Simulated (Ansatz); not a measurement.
**C₂H₈GeO₂S: a ladder of functionals and wavefunction methods**

An exercise on one series of results from a longer session: the logs are not shown, and one member is left open.

Program: Ansatz 0.2.0, Gaussian basis. Level of theory: functionals in def2-TZVPP, the program's frozen cores in correlated methods. These are calculated values, not measurements.

The runs, in order: PBE-D4, r2SCAN-D4, PBE0-D4, B3LYP-D4, ωB97X-V, ωB97M-V, B2PLYP; CCSD(T)/def2-TZVPP; MP2/def2-QZVPP; extrapolation to the limit.

### Structure used throughout

An earlier PBE0-D4 in a triple-zeta def2 set relaxation fixed the geometry.

SMILES `C[O][GeH]([SH])[O]C`, 14 atoms, charge 0, spin multiplicity 1.

Atoms are counted from 1 here; the program's logs count them from 0.

Bond lengths: C1–O2 1.412 Å, C1–H7 1.097 Å, C1–H8 1.096 Å, C1–H9 1.092 Å, O2–Ge3 1.773 Å, Ge3–S4 2.206 Å, Ge3–O5 1.768 Å, Ge3–H10 1.532 Å, S4–H11 1.344 Å, O5–C6 1.412 Å, C6–H12 1.092 Å, C6–H13 1.096 Å, C6–H14 1.096 Å. Angles: O2–C1–H7 111.9°, O2–C1–H8 112.0°, O2–C1–H9 107.7°, H7–C1–H8 108.4°, H7–C1–H9 108.2°, H8–C1–H9 108.5°, C1–O2–Ge3 118.4°, O2–Ge3–S4 102.8°, O2–Ge3–O5 109.3°, O2–Ge3–H10 113.2°, S4–Ge3–O5 112.6°, S4–Ge3–H10 114.9°, O5–Ge3–H10 104.1°, Ge3–S4–H11 90.7°, Ge3–O5–C6 119.7°, O5–C6–H12 107.7°, O5–C6–H13 111.8°, O5–C6–H14 111.8° and more.

Set-up of the first run:

in.yaml reads:

```yaml
crystal:
  periodic: [false, false, false]
  atoms:
    - {symbol: C, position_ang: [-1.822472, 0.338153, -1.070469]}
    - {symbol: O, position_ang: [-0.483558, 0.787398, -1.053386]}
    - {symbol: Ge, position_ang: [0.801657, -0.406298, -0.797191]}
    - {symbol: S, position_ang: [2.625556, 0.834218, -0.787052]}
    - {symbol: O, position_ang: [0.532680, -1.233758, 0.741543]}
    - {symbol: C, position_ang: [0.557757, -0.498231, 1.946147]}
    - {symbol: H, position_ang: [-2.012831, -0.350067, -1.903423]}
    - {symbol: H, position_ang: [-2.099155, -0.164734, -0.136842]}
    - {symbol: H, position_ang: [-2.465043, 1.211984, -1.196745]}
    - {symbol: H, position_ang: [0.794302, -1.534302, -1.833222]}
    - {symbol: H, position_ang: [1.883291, 1.954490, -0.751423]}
    - {symbol: H, position_ang: [0.458371, -1.207117, 2.770622]}
    - {symbol: H, position_ang: [1.499063, 0.049540, 2.068935]}
    - {symbol: H, position_ang: [-0.269619, 0.218715, 2.002498]}
basis:
  gaussian: {orbitals: def2-TZVPP}
hamiltonian: {xc: pbe, dispersion: d4}
output: {forces: true, orbitals: {seedname: orbitals}}
```

Launch:

```console
ansatz run in.yaml --threads 2 --pin off --events-out ev --progress --plain --max-ram 32768MiB --backend cuda --devices 0, --max-vram 18GiB
```

Among the steps run: PBE-D4 (GGA); r2SCAN-D4 (meta-GGA); PBE0-D4 (hybrid); B3LYP-D4 (hybrid); ωB97X-V (range-separated); ωB97M-V (range-separated); B2PLYP (double hybrid); CCSD(T) in def2-TZVPP; MP2 in def2-QZVPP.

One table of the session follows, with a row left open; its other results are not shown here.

It belongs to the step «Atomisation energies». 

```
            method  atomisation energy (kJ/mol)
            PBE-D4                       5074.5
         r2SCAN-D4                       5005.5
           PBE0-D4                       4974.7
          B3LYP-D4                       4971.0
           ωB97X-V                       5014.0
           ωB97M-V                       4997.2
            B2PLYP                       4926.8
     HF/def2-TZVPP                       3534.2
    MP2/def2-TZVPP                       4959.0
   CCSD/def2-TZVPP                       4802.2
CCSD(T)/def2-TZVPP                            ?
           MP2/CBS                       5082.7
       CCSD(T)/CBS                       5006.4
```

Q: Estimate the row for CCSD(T)/def2-TZVPP from the others.

**Answer.** atomisation energy (kJ/mol): 4882.6. In the column «atomisation energy (kJ/mol)» it lies between CCSD/def2-TZVPP (4802.2) and B2PLYP (4926.8).
